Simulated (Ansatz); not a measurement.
# Rb3Si2: the cost of one run

Computed with Ansatz 0.2.0 (DFT PBE, scalar-relativistic, plane waves, PAW, unless a step's input says otherwise).

### Step 1. Starting point

It takes space group P6/mmm (No. 191, hexagonal). The conventional cell has a = 4.121 Å, b = 4.121 Å, c = 7.510 Å, α = 90.00°, β = 90.00°, γ = 120.00°. Rb (site symmetry mmm) has 4 Rb at 2.06 Å as nearest neighbours. Around Si (site symmetry 6mm) lie 1 Si at 2.23 Å.

Structure file:

```cif
data_structure
_symmetry_space_group_name_H-M 'P 1'
_symmetry_Int_Tables_number 1
_cell_length_a 4.1214
_cell_length_b 4.1214
_cell_length_c 7.5102
_cell_angle_alpha 90.000
_cell_angle_beta 90.000
_cell_angle_gamma 120.000
_cell_volume 110.48
loop_
_atom_site_label
_atom_site_type_symbol
_atom_site_fract_x
_atom_site_fract_y
_atom_site_fract_z
_atom_site_occupancy
Rb1 Rb 0.50000 0.00000 0.50000 1
Rb2 Rb 0.00000 0.50000 0.50000 1
Rb3 Rb 0.50000 0.50000 0.50000 1
Si1 Si 0.00000 0.00000 0.85130 1
Si2 Si 0.00000 0.00000 0.14870 1
```

The cell is invented: random cell by space group and Wyckoff sites (P6/mmm, No. 191). Its size is a rough estimate.

### Step 2. A first look at the guess

input.yaml

```yaml
crystal:
  lattice:
    - [4.12135526, 0.0, 0.0]
    - [-2.06067763, 3.56919835, 0.0]
    - [0.0, 0.0, 7.51024646]
  atoms:
    - { symbol: Rb, position: [0.5, 0.0, 0.5] }
    - { symbol: Rb, position: [0.0, 0.5, 0.5] }
    - { symbol: Rb, position: [0.5, 0.5, 0.5] }
    - { symbol: Si, position: [0.0, 0.0, 0.85130439] }
    - { symbol: Si, position: [0.0, 0.0, 0.14869561] }
basis:
  ecutwfc: 420
kpoints:
  mp_grid: { grid: [6, 6, 2] }
hamiltonian:
  xc: pbe
scf:
  occupations: { method: gaussian, width: 0.1 }
  lower_state_search: "off"
output:
  forces: true
  stress: true
  eigenvalues: true
```

Launch:

```console
ansatz run input.yaml --threads 1 --pin off --max-ram 2048MiB --backend cpu --events-out ev --progress --plain --runs-dir out
```

Q: Estimate wall time and peak memory on 1 thread of AMD EPYC 7R43 (Zen 3), shared host.

About 6.3 s, with a peak of 0.41 GiB.
